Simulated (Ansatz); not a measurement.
# Si4H8O: up Jacob's ladder to CCSD(T)

One table from this session's results is given with a row withheld; the runs are named, their logs left out.

Method: functionals in def2-TZVPP, the program's frozen cores in correlated methods; program: Ansatz 0.2.0, Gaussian basis.

Plan: LDA (SPW92), PBE-D4, revPBE-D4, BLYP-D4, r2SCAN-D4, B97M-V, PBE0-D4, B3LYP-D4, r2SCANh-D4, r2SCAN0-D4, HSE06-D4, BHLYP-D4, CAM-B3LYP-D4, LC-ωPBE, ωB97X-V, ωB97M-V, B2PLYP, PBE-QIDH; CCSD(T)/def2-SVP; CCSD(T)/def2-TZVPP; MP2/def2-QZVPP; extrapolation to the limit; RPA on PBE.

## The geometry

The geometry comes from an earlier relaxation with PBE0-D4 in a triple-zeta def2 set; it is a stationary point, not always the lowest conformer.

13 atoms, charge 0, spin multiplicity 1.

Atoms are counted from 1 here; the program's logs count them from 0.

Bond lengths: Si1–Si2 2.340 Å, Si1–H6 1.486 Å, Si1–H7 1.488 Å, Si1–H8 1.484 Å, Si2–Si3 2.334 Å, Si2–H9 1.487 Å, Si2–H10 1.490 Å, Si3–O4 1.647 Å, Si3–Si5 2.474 Å, Si3–H11 1.484 Å, Si3–H13 1.576 Å, O4–Si5 1.723 Å, Si5–H12 1.549 Å. Angles: Si2–Si1–H6 108.7°, Si2–Si1–H7 109.8°, Si2–Si1–H8 110.4°, H6–Si1–H7 108.9°, H6–Si1–H8 109.7°, H7–Si1–H8 109.3°, Si1–Si2–Si3 106.4°, Si1–Si2–H9 112.5°, Si1–Si2–H10 110.4°, Si3–Si2–H9 109.9°, Si3–Si2–H10 109.3°, H9–Si2–H10 108.3°, Si2–Si3–O4 112.9°, Si2–Si3–Si5 114.7°, Si2–Si3–H11 118.7°, Si2–Si3–H13 110.7°, O4–Si3–Si5 44.0°, O4–Si3–H11 112.8° and more.

The first run:

The input, in.yaml:

```yaml
crystal:
  periodic: [false, false, false]
  atoms:
    - {symbol: Si, position_ang: [-1.821716, 0.961501, 0.509018]}
    - {symbol: Si, position_ang: [0.386295, 1.298725, -0.190086]}
    - {symbol: Si, position_ang: [1.524126, -0.694381, 0.236845]}
    - {symbol: O, position_ang: [0.540015, -1.884441, 0.810749]}
    - {symbol: Si, position_ang: [0.449807, -2.719718, -0.694028]}
    - {symbol: H, position_ang: [-1.825938, 0.719894, 1.975224]}
    - {symbol: H, position_ang: [-2.634005, 2.173495, 0.218267]}
    - {symbol: H, position_ang: [-2.413632, -0.204613, -0.191940]}
    - {symbol: H, position_ang: [0.480018, 1.636292, -1.635648]}
    - {symbol: H, position_ang: [1.015780, 2.402114, 0.589295]}
    - {symbol: H, position_ang: [2.825908, -0.634344, 0.946408]}
    - {symbol: H, position_ang: [-0.382114, -1.654670, -1.450451]}
    - {symbol: H, position_ang: [1.875955, -1.434557, -1.108950]}
basis:
  gaussian: {orbitals: def2-TZVPP}
hamiltonian: {xc: lda}
output: {orbitals: {seedname: orbitals}}
```

The run is started by

```bash
> ansatz run in.yaml --threads 4 --pin off --events-out ev --progress --plain --max-ram 10444MiB
```

Among the steps run: LDA; PBE-D4 (GGA); revPBE-D4 (GGA); BLYP-D4 (GGA); r2SCAN-D4 (meta-GGA); B97M-V (meta-GGA); PBE0-D4 (hybrid); B3LYP-D4 (hybrid); r2SCANh-D4 (hybrid); r2SCAN0-D4 (hybrid); HSE06-D4 (hybrid); BHLYP-D4 (hybrid); CAM-B3LYP-D4 (range-separated); LC-ωPBE (range-separated); ωB97X-V (range-separated); ωB97M-V (range-separated); B2PLYP (double hybrid); PBE-QIDH (double hybrid).

One of the session's tables, all rows but one given; the rest of the session is left out.

It belongs to the step «Orbital energies across the functionals». 

| functional | HOMO (eV) | LUMO (eV) | gap (eV) |
| --- | --- | --- | --- |
| LDA (SPW92) | -5.54 | -2.86 | 2.68 |
| PBE-D4 | -5.45 | -2.66 | 2.79 |
| revPBE-D4 | -5.40 | -2.58 | 2.82 |
| BLYP-D4 | -5.32 | -2.47 | 2.85 |
| r2SCAN-D4 | -5.64 | -2.52 | 3.12 |
| B97M-V | -5.75 | -2.57 | 3.18 |
| PBE0-D4 | ? | ? | ? |
| B3LYP-D4 | -6.32 | -1.98 | 4.34 |
| r2SCANh-D4 | -6.02 | -2.21 | 3.81 |
| r2SCAN0-D4 | -6.61 | -1.76 | 4.85 |
| HSE06-D4 | -6.09 | -2.22 | 3.88 |
| BHLYP-D4 | -7.44 | -0.87 | 6.57 |
| CAM-B3LYP-D4 | -7.75 | -0.74 | 7.00 |
| LC-ωPBE | -9.00 | 0.27 | 9.28 |
| ωB97X-V | -8.71 | 0.20 | 8.91 |
| ωB97M-V | -8.57 | 0.04 | 8.61 |

Estimate the missing values for PBE0-D4.

**Answer.** HOMO (eV): -6.49; LUMO (eV): -1.84; gap (eV): 4.64. In the column «HOMO (eV)» it lies between r2SCAN0-D4 (-6.61) and B3LYP-D4 (-6.32).
